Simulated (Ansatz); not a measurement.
**CH7ClOSi2: one species, many methods**

The task here is to estimate one member of a computed series from the others.

Program: Ansatz 0.2.0, Gaussian basis. Level of theory: functionals in def2-TZVPP, the program's frozen cores in correlated methods. These are calculated values, not measurements.

Plan: LDA (SPW92), PBE-D4, revPBE-D4, BLYP-D4, r2SCAN-D4, B97M-V, PBE0-D4, B3LYP-D4, r2SCANh-D4, r2SCAN0-D4, HSE06-D4, BHLYP-D4, CAM-B3LYP-D4, LC-ωPBE, ωB97X-V, ωB97M-V, B2PLYP, PBE-QIDH; CCSD(T)/def2-SVP; CCSD(T)/def2-TZVPP; MP2/def2-QZVPP; extrapolation to the limit; RPA on PBE.

## The geometry

All runs share one geometry, relaxed beforehand with PBE0-D4 in a triple-zeta def2 set.

12 atoms, charge 0, spin multiplicity 1.

Atoms are counted from 1 here; the program's logs count them from 0.

Bond lengths: O1–C2 1.426 Å, O1–H6 0.964 Å, C2–Si3 1.891 Å, C2–Si4 1.878 Å, C2–H7 1.103 Å, Si3–H8 1.484 Å, Si3–H9 1.484 Å, Si3–H10 1.489 Å, Si4–Cl5 2.069 Å, Si4–H11 1.482 Å, Si4–H12 1.481 Å. Angles: C2–O1–H6 108.5°, O1–C2–Si3 107.6°, O1–C2–Si4 111.5°, O1–C2–H7 111.4°, Si3–C2–Si4 112.3°, Si3–C2–H7 106.5°, Si4–C2–H7 107.5°, C2–Si3–H8 110.1°, C2–Si3–H9 110.2°, C2–Si3–H10 107.8°, H8–Si3–H9 109.8°, H8–Si3–H10 109.6°, H9–Si3–H10 109.3°, C2–Si4–Cl5 106.0°, C2–Si4–H11 111.9°, C2–Si4–H12 112.3°, Cl5–Si4–H11 108.3°, Cl5–Si4–H12 106.9° and more.

The first run:

Input file in.yaml:

```yaml
crystal:
  periodic: [false, false, false]
  atoms:
    - {symbol: O, position_ang: [-1.072772, 1.051638, -0.893918]}
    - {symbol: C, position_ang: [-0.568203, 0.127266, 0.067234]}
    - {symbol: Si, position_ang: [-0.289850, -1.522278, -0.815268]}
    - {symbol: Si, position_ang: [0.996213, 0.770073, 0.883733]}
    - {symbol: Cl, position_ang: [0.573264, 2.705130, 1.481985]}
    - {symbol: H, position_ang: [-1.116692, 1.924098, -0.486252]}
    - {symbol: H, position_ang: [-1.304112, -0.065104, 0.866139]}
    - {symbol: H, position_ang: [-1.567487, -2.020425, -1.382761]}
    - {symbol: H, position_ang: [0.713633, -1.361980, -1.897369]}
    - {symbol: H, position_ang: [0.221818, -2.494345, 0.189407]}
    - {symbol: H, position_ang: [1.358979, -0.020225, 2.084333]}
    - {symbol: H, position_ang: [2.132009, 0.850853, -0.063264]}
basis:
  gaussian: {orbitals: def2-TZVPP}
hamiltonian: {xc: lda}
output: {orbitals: {seedname: orbitals}}
```

Among the steps run: LDA; PBE-D4 (GGA); revPBE-D4 (GGA); BLYP-D4 (GGA); r2SCAN-D4 (meta-GGA); B97M-V (meta-GGA); PBE0-D4 (hybrid); B3LYP-D4 (hybrid); r2SCANh-D4 (hybrid); r2SCAN0-D4 (hybrid); HSE06-D4 (hybrid); BHLYP-D4 (hybrid); CAM-B3LYP-D4 (range-separated); LC-ωPBE (range-separated); ωB97X-V (range-separated); ωB97M-V (range-separated); B2PLYP (double hybrid); PBE-QIDH (double hybrid).

One of the session's tables, all rows but one given; the rest of the session is left out.

It belongs to the step «Frontier levels by functional». 

```
  functional  HOMO (eV)  gap (eV)
 LDA (SPW92)      -6.59      5.03
      PBE-D4      -6.46      5.17
   revPBE-D4      -6.40      5.24
     BLYP-D4      -6.36      5.24
   r2SCAN-D4      -6.77      5.81
      B97M-V      -6.98      5.87
     PBE0-D4          ?         ?
    B3LYP-D4      -7.72      7.12
  r2SCANh-D4      -7.33      6.67
  r2SCAN0-D4      -8.16      7.94
    HSE06-D4      -7.54      6.76
    BHLYP-D4      -9.32      9.87
CAM-B3LYP-D4      -9.35     10.00
     LC-ωPBE     -10.67     12.47
     ωB97X-V     -10.35     12.02
     ωB97M-V     -10.24     11.64
```

Estimate the missing values for PBE0-D4.

**Answer.** HOMO (eV): -7.94; gap (eV): 7.54. In the column «HOMO (eV)» it lies between r2SCAN0-D4 (-8.16) and B3LYP-D4 (-7.72).
